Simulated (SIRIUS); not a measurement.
# NaTaO2 (R-3m) in SIRIUS: reference runs

How does NaTaO2 come out in PBE? The cell is run as given.

All numbers are computed with SIRIUS 7.10.0; they aren't measurements. Logs are shortened: lines on timing, memory, paths and dates and some standing lists are left out, and cuts for length are marked. The log counts tension as positive stress, the text compression.

## Step 1: The structure

It takes space group R-3m (No. 166, trigonal). The conventional cell has a = 3.114 Å, b = 3.114 Å, c = 16.960 Å, α = 90.00°, β = 90.00°, γ = 120.00°. Na (site symmetry -3m) is surrounded by 6 O at 2.47 Å. Around Ta (site symmetry -3m) lie 6 O at 2.12 Å. Around O (site symmetry 3m) lie 3 Ta at 2.12 Å.

The cell comes from a database or a generator and needn't be the stable form of this composition.

## Step 2: Single point, PBE

sirius.json

```json
{
  "control": {
    "processing_unit": "cpu",
    "verbosity": 2,
    "num_bands_to_print": 26,
    "print_forces": true,
    "print_stress": true
  },
  "parameters": {
    "electronic_structure_method": "pseudopotential",
    "xc_functionals": ["XC_GGA_X_PBE", "XC_GGA_C_PBE"],
    "gk_cutoff": 9.4,
    "pw_cutoff": 18.8,
    "ngridk": [10, 10, 10],
    "shiftk": [0, 0, 0],
    "smearing": "fermi_dirac",
    "smearing_width": 0.0018374661,
    "num_bands": 26,
    "num_mag_dims": 0,
    "num_dft_iter": 100,
    "energy_tol": 1e-08,
    "density_tol": 1e-06
  },
  "iterative_solver": {
    "type": "davidson",
    "min_tolerance": 1e-09,
    "tolerance_scale": [0.1, 0.25]
  },
  "mixer": {
    "type": "anderson",
    "beta": 0.7,
    "max_history": 8
  },
  "settings": {
    "tol_ne": 1e-10,
    "pseudo_grid_cutoff": 6.5
  },
  "unit_cell": {
    "lattice_vectors": [
      [0.262495186081, 0.151551666047, 0.952957695705],
      [-0.262495186081, 0.151551666047, 0.952957695705],
      [0.0, -0.303103333779, 0.952957695705]
    ],
    "lattice_vectors_scale": 11.2103024791,
    "atom_coordinate_units": "lattice",
    "atom_types": ["Na", "Ta", "O"],
    "atom_files": {
      "O": "O.json",
      "Ta": "Ta.json",
      "Na": "Na.json"
    },
    "atoms": {
      "Na": [
        [0.5, 0.5, 0.5]
      ],
      "Ta": [
        [0.0, 0.0, 0.0]
      ],
      "O": [
        [0.2667, 0.2667, 0.2667],
        [0.7333, 0.7333, 0.7333]
      ]
    }
  }
}
```

Potentials or basis: PseudoDojo 0.4.1 PBE standard (scalar relativistic).

Started as:

```
$ upf_to_json O.upf
$ upf_to_json Ta.upf
$ upf_to_json Na.upf
$ OMP_NUM_THREADS=1 sirius.scf --input=sirius.json --output=out.json --task=0
```

The log of the run:

```text
[info] SIRIUS version : 7.10.0
[info] number of MPI ranks           : 1
[info] MPI grid                      : 1 1
[info] maximum number of OMP threads : 1
[fft] FFT context for density and potential
[fft] =====================================
[fft]   comm size                             : 1
[fft]   plane wave cutoff                     : 18.8
[fft]   grid size                             : 72 72 72   total : 373248
[fft]   grid limits                           : -35 36   -35 36   -35 36
[fft]   number of G-vectors within the cutoff : 18008
[fft]   local number of G-vectors             : 18008
[fft]   number of G-shells                    : 3400
[fft] FFT context for coarse grid
[fft] =====================================
[fft]   comm size                             : 1
[fft]   plane wave cutoff                     : 18.8
[fft]   grid size                             : 72 72 72   total : 373248
[fft]   grid limits                           : -35 36   -35 36   -35 36
[fft]   number of G-vectors within the cutoff : 18008
[fft]   local number of G-vectors             : 18008
[fft]   number of G-shells                    : 3400
[unit cell] lattice vectors
[unit cell]   a1 :       2.9426504353      1.6989400176     10.6829440186
[unit cell]   a2 :      -2.9426504353      1.6989400176     10.6829440186
[unit cell]   a3 :       0.0000000000     -3.3978800541     10.6829440186
[unit cell] reciprocal lattice vectors
[unit cell]   b1 :       1.0676064734      0.6163828837      0.1960503680
[unit cell]   b2 :      -1.0676064734      0.6163828837      0.1960503680
[unit cell]   b3 :      -0.0000000000     -1.2327657674      0.1960503669
[unit cell] unit cell volume :       320.44900310 [a.u.^3]
[unit cell] 1/sqrt(omega)    :         0.05586252
[unit cell] MT volume        :         0.00000000 ( 0.00%)
[unit cell] IT volume        :       320.44900310 (100.00%)
[unit cell] number of atom types : 3
[unit cell] type id : 0 symbol : Na mt_radius :  19.910000 num_atoms : 1
[unit cell] type id : 1 symbol : Ta mt_radius :  14.490000 num_atoms : 1
[unit cell] type id : 2 symbol :  O mt_radius :   9.350000 num_atoms : 2
[unit cell] total number of atoms : 4
[unit cell] number of symmetry classes : 3
[unit cell] number of PAW atoms : 0
[unit cell] atom id  type id  class id             position                      vector_field
[unit cell] ------------------------------------------------------------------------------------------
[unit cell]      0        0        0      0.50000   0.50000   0.50000      0.00000   0.00000   0.00000
[unit cell]      1        1        1      0.00000   0.00000   0.00000      0.00000   0.00000   0.00000
[unit cell]      2        2        2      0.26670   0.26670   0.26670      0.00000   0.00000   0.00000
[unit cell]      3        2        2      0.73330   0.73330   0.73330      0.00000   0.00000   0.00000
[unit cell] atom id         position (Cartesian, a.u.)
[unit cell] ---------------------------------------------
[unit cell]      0       0.000000   -0.000000   16.024416
[unit cell]      1       0.000000    0.000000    0.000000
[unit cell]      2       0.000000   -0.000000    8.547424
[unit cell]      3       0.000000   -0.000000   23.501409
[unit cell] class id : 0 atom id : 0
[unit cell] class id : 1 atom id : 1
[unit cell] class id : 2 atom id : 2 3
[... 334 lines left out ...]
[diagonalize] ik:    4   -2.054163   -1.479738   -0.841550   -0.822826   -0.822773   -0.453111   -0.448281   -0.447554   -0.273745   -0.246850    0.172325    0.220677    0.233925    0.248254    0.284362    0.289921    0.458598    0.561834    0.583085    0.608818    0.690533    0.697371    0.710202    0.743709    0.832071    0.908091
[diagonalize] ...
[diagonalize] ik:  111   -2.055295   -1.480178   -0.827863   -0.820543   -0.818426   -0.449673   -0.447708   -0.447196   -0.291651   -0.250552    0.189509    0.208577    0.221871    0.274001    0.293553    0.305716    0.493645    0.509810    0.524959    0.551929    0.594304    0.665503    0.666700    0.738042    0.942192    0.964966
[diagonalize] ik:  112   -2.054946   -1.480042   -0.827455   -0.826169   -0.819782   -0.449383   -0.448957   -0.447530   -0.280390   -0.255271    0.192437    0.208053    0.229094    0.258953    0.293853    0.295463    0.476575    0.531627    0.534974    0.551597    0.621805    0.671791    0.684523    0.800741    0.885895    0.934088
[diagonalize] ik:  113   -2.055295   -1.480178   -0.827863   -0.820543   -0.818426   -0.449692   -0.447707   -0.447196   -0.291475   -0.250738    0.191006    0.207615    0.221942    0.272623    0.293968    0.305629    0.493349    0.509685    0.525365    0.557129    0.588240    0.665526    0.667692    0.738464    0.940868    0.968971
[diagonalize] ik:  114   -2.055054   -1.480084   -0.826832   -0.825028   -0.819551   -0.449197   -0.448809   -0.447471   -0.283433   -0.254266    0.198862    0.200399    0.226247    0.271952    0.288099    0.295204    0.489663    0.508528    0.541871    0.553916    0.607136    0.672018    0.678107    0.783813    0.904050    0.946109
[diagonalize] ik:  115   -2.055429   -1.480230   -0.828434   -0.817905   -0.817905   -0.449987   -0.447068   -0.447068   -0.295944   -0.248760    0.185849    0.218720    0.218720    0.256582    0.310739    0.310739    0.500956    0.500956    0.517778    0.563284    0.578150    0.663652    0.663652    0.707803    0.971101    0.982787
[find] Charges and magnetic moments
[find] --------------------------------------------------------------------------------
[find] total charge          : 34.000000
[find] Energy
[find] --------------------------------------------------------------------------------
[find] valence_eval_sum               :     -11.91102546
[find] <rho|V^{XC}>                   :     -28.60947619
[find] <rho|E^{XC}>                   :     -30.14705587
[find] <mag|B^{XC}>                   :       0.00000000
[find] <rho|V^{H}>                    :      66.46437854
[find] one-electron contribution      :     -49.76592781 (Ha),     -99.53185562 (Ry)
[find] hartree contribution           :      33.23218927
[find] xc contribution                :     -30.14705587
[find] ewald contribution             :     -97.32095764
[find] PAW contribution               :       0.00000000
[find] smearing (-TS)                 :      -0.00041733
[find] SCF correction                 :       0.00000211
[find] Total energy                   :    -144.00174994 (Ha),    -288.00349989 (Ry)
[find] Free energy (E-TS)             :    -144.00216727 (Ha),    -288.00433454 (Ry)
[find] band gap (eV)                  :       0.00000000
[find] Efermi                         :       0.50348355
[find] iteration : 11, RMS : 1.440933132334e-07, energy difference : -6.287109499681e-09
[find] Hartree energy of density residual : 2.444545573724e-12
[find] bands are converged : true
[find] iterative solver converged : true
[find] converged after 12 SCF iterations!
[find] Charges and magnetic moments
[find] --------------------------------------------------------------------------------
[find] total charge          : 34.000000
[find] Energy
[find] --------------------------------------------------------------------------------
[find] valence_eval_sum               :     -11.91102546
[find] <rho|V^{XC}>                   :     -28.60947619
[find] <rho|E^{XC}>                   :     -30.14705587
[find] <mag|B^{XC}>                   :       0.00000000
[find] <rho|V^{H}>                    :      66.46437854
[find] one-electron contribution      :     -49.76592781 (Ha),     -99.53185562 (Ry)
[find] hartree contribution           :      33.23218927
[find] xc contribution                :     -30.14705587
[find] ewald contribution             :     -97.32095764
[find] PAW contribution               :       0.00000000
[find] smearing (-TS)                 :      -0.00041733
[find] SCF correction                 :       0.00000211
[find] Total energy                   :    -144.00174994 (Ha),    -288.00349989 (Ry)
[find] Free energy (E-TS)             :    -144.00216727 (Ha),    -288.00433454 (Ry)
[find] band gap (eV)                  :       0.00000000
[find] Efermi                         :       0.50348355
[ground_state] === stress tensor components [kbar] ===
[ground_state] === stress_kin ===
[ground_state] -41061.794988    0.000000    0.000000
[ground_state]     0.000000-41061.794845   -0.000024
[ground_state]     0.000000   -0.000024-41551.400643
[ground_state] === stress_har ===
[ground_state] -12611.399614    0.000000    0.000000
[ground_state]     0.000000-12611.399570   -0.000007
[ground_state]     0.000000   -0.000007-5288.284528
[ground_state] === stress_ewald ===
[ground_state] 25652.827486   -0.000000   -0.000000
[ground_state]    -0.00000025652.827397    0.000015
[ground_state]    -0.000000    0.00001538046.504898
[ground_state] === stress_vloc ===
[ground_state] 12640.591893   -0.000000    0.000000
[ground_state]    -0.00000012640.591849    0.000007
[ground_state]     0.000000    0.000007-6773.106597
[ground_state] === stress_xc ===
[ground_state] -1032.897924    0.000000    0.000000
[ground_state]     0.000000-1032.897920   -0.000001
[ground_state]     0.000000   -0.000001-1023.638595
[ground_state] === stress_core ===
[ground_state]  8399.782949   -0.000000   -0.000000
[ground_state]    -0.000000 8399.782919    0.000005
[ground_state]    -0.000000    0.000005 8401.737554
[ground_state] === stress_nonloc ===
[ground_state]  8012.561276   -0.000000   -0.000000
[ground_state]    -0.000000 8012.561248    0.000005
[ground_state]    -0.000000    0.000005 8076.830299
[ground_state] === stress_us_nl ===
[ground_state]  8012.561276   -0.000000   -0.000000
[ground_state]    -0.000000 8012.561248    0.000005
[ground_state]    -0.000000    0.000005 8076.830299
[ground_state] === stress_total ===
[ground_state]    -0.328922    0.000000    0.000000
[ground_state]     0.000000   -0.328922   -0.000000
[ground_state]     0.000000   -0.000000 -111.357612
[ground_state] ==== total Forces in Ha/bohr =====
[ground_state] atom:    0, force:       0.0000000      0.0000000      0.0000000
[ground_state] atom:    1, force:       0.0000000      0.0000000      0.0000000
[ground_state] atom:    2, force:       0.0000000      0.0000000     -0.0391081
[ground_state] atom:    3, force:       0.0000000     -0.0000000      0.0391081
[ground_state] ==== ultrasoft contribution from Qij =====
[ground_state] atom:    0, force:       0.0000000      0.0000000      0.0000000
[ground_state] atom:    1, force:       0.0000000      0.0000000      0.0000000
[ground_state] atom:    2, force:       0.0000000      0.0000000      0.0000000
[ground_state] atom:    3, force:       0.0000000      0.0000000      0.0000000
[ground_state] ==== non-local contribution from Beta-projector =====
[ground_state] atom:    0, force:       0.0000000      0.0000000      0.0000000
[ground_state] atom:    1, force:       0.0000000      0.0000000      0.0000000
[ground_state] atom:    2, force:       0.0000000     -0.0000000      0.3063595
[ground_state] atom:    3, force:       0.0000000      0.0000000     -0.3063595
[ground_state] ==== contribution from local potential =====
[ground_state] atom:    0, force:       0.0000000      0.0000000      0.0000000
[ground_state] atom:    1, force:       0.0000000      0.0000000      0.0000000
[ground_state] atom:    2, force:       0.0000000     -0.0000000      4.1466449
[ground_state] atom:    3, force:       0.0000000      0.0000000     -4.1466449
[ground_state] ==== contribution from core density =====
[ground_state] atom:    0, force:       0.0000000      0.0000000      0.0000000
[ground_state] atom:    1, force:       0.0000000      0.0000000      0.0000000
[ground_state] atom:    2, force:       0.0000000      0.0000000     -0.0087377
[ground_state] atom:    3, force:       0.0000000     -0.0000000      0.0087377
[ground_state] ==== Ewald forces from ions =====
[ground_state] atom:    0, force:       0.0000000      0.0000000      0.0000000
[ground_state] atom:    1, force:       0.0000000      0.0000000      0.0000000
[ground_state] atom:    2, force:       0.0000000      0.0000000     -4.4833737
[ground_state] atom:    3, force:      -0.0000000     -0.0000000      4.4833737
[~DFT_ground_state] local op. applied: 85371
[~DFT_ground_state] evp. work count: 13137.4
[~DFT_ground_state] number of iterative solver steps: 4627
```

Run time: 15 min. Hardware: 1 thread of Arm Neoverse V1, shared host; peak memory 1.6 GiB.

What came out:

```
Free energy            : -3918.4986 eV
Pressure               : 3.7 GPa
Largest force          : 2.011 eV/Å
Band gap on the k mesh : none (metal or under the smearing width)
```

Forces in eV/Å, atoms in the order of the input:
```
Na   0.000  0.000  0.000
Ta   0.000  0.000  0.000
O    0.000  0.000 -2.011
O    0.000  0.000  2.011
```

Stress tensor (GPa, compression positive):
```
 0.03  0.00  0.00
 0.00  0.03  0.00
 0.00  0.00 11.14
```

Caveat: forces of over 1 eV/Å show positions far from the minimum, so gaps and moduli don't describe the material at rest. The run has no spin-orbit coupling, so splittings on Ta are missing.
